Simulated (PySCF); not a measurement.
# C2H6Cl2Si: the cost of one run

Computed with PySCF 2.14.0, with density-fitted response routines of our own, on a single molecule in the gas phase. Atoms count from 0, in the outputs and in this text.

### Step 1. The starting structure

11 atoms, charge 0, multiplicity 1; geometry from: GFN2-xTB. The atoms were then displaced at random by about 0.01 Å, so the start is not that level's minimum.

Bonds of the start (Å): Cl0–C1 1.81, C1–Si2 1.91, Si2–C3 1.96, C3–Cl4 1.76, C1–H5 1.09, C1–H6 1.07, Si2–H7 1.47, Si2–H8 1.43, C3–H9 1.10, C3–H10 1.09.

### Step 2. Relaxing the molecule at PBE0-D3(BJ)/def2-SVP

The job: settings as JSON, then the geometry in Å.

```
{"job": {"xc": "PBE0", "basis": "def2-SVP", "d3": "d3bj", "grid": 1, "shake": 0.01, "kind": "geom"}, "charge": 0, "multiplicity": 1}
Cl    -1.364300    -2.092800     0.014740
C     -1.558710    -0.332090     0.379010
Si    -0.163330     0.617680    -0.507410
C      1.539580    -0.085740     0.148410
Cl     2.843090     0.807990    -0.620690
H     -1.534820    -0.231040     1.461880
H     -2.527710    -0.030680     0.032360
H     -0.235850     2.041240    -0.145990
H     -0.231020     0.396240    -1.919540
H      1.628450     0.021650     1.237410
H      1.642720    -1.138280    -0.095850
```

Command:

```
> OMP_NUM_THREADS=1 python probes_run.py task.json out
```

This one command runs all jobs of the session in turn.

**Question.** How long does this first job take on 1 thread of Intel Xeon 6975P-C, shared host, and how much memory does it need?

About 29 s, with a peak of 0.47 GiB.
